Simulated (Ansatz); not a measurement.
NaLaMnMoO6 in Ansatz: the effect of pseudo set

Crystal: NaLaMnMoO6.

```
Na La Mn Mo O
1.0
     0.00000    3.86259    3.86259
     3.86259    0.00000    3.86259
     3.86259    3.86259    0.00000
Na La Mn Mo O
1 1 1 1 6
Direct
  0.25000 0.25000 0.25000
  0.75000 0.75000 0.75000
  0.50000 0.50000 0.50000
  0.00000 0.00000 0.00000
  0.74662 0.25338 0.25338
  0.25338 0.25338 0.74662
  0.25338 0.74662 0.25338
  0.74662 0.25338 0.74662
  0.74662 0.74662 0.25338
  0.25338 0.74662 0.74662
```

The cell was built by a generator and needn't be a form met in nature.

Alike in all runs:

* Program: Ansatz 0.2.0
* Task: single point
* Functional: PBE
* k mesh: 6 × 6 × 6
* Occupations: fermi-dirac, width 0.05 eV
* Spin: collinear spin, ferromagnetic start
* Starting moments: [0.0, 0.0, 4.0, 1.0, 0.0, 0.0, 0.0, 0.0, 0.0, 0.0] μB

```tsv
pseudo set	cutoff	pressure (GPa)	moment (μB)	largest force (eV/Å)
PseudoDojo standard	1497 eV	0.1	1.29	0.04
Ansatz PAW accurate	900 eV	?	?	?
JTH PAW	1800 eV (not typed: the program's choice for these potentials)	0.6	1.16	0.04
```

What does the run with pseudo set Ansatz PAW accurate give?

Pressure 0.0 GPa; moment 1.16 μB; largest force 0.01 eV/Å.

Caveats: a cell with one magnetic atom can't hold antiferromagnetic order, which such compounds often take; the starting moments weren't kept.
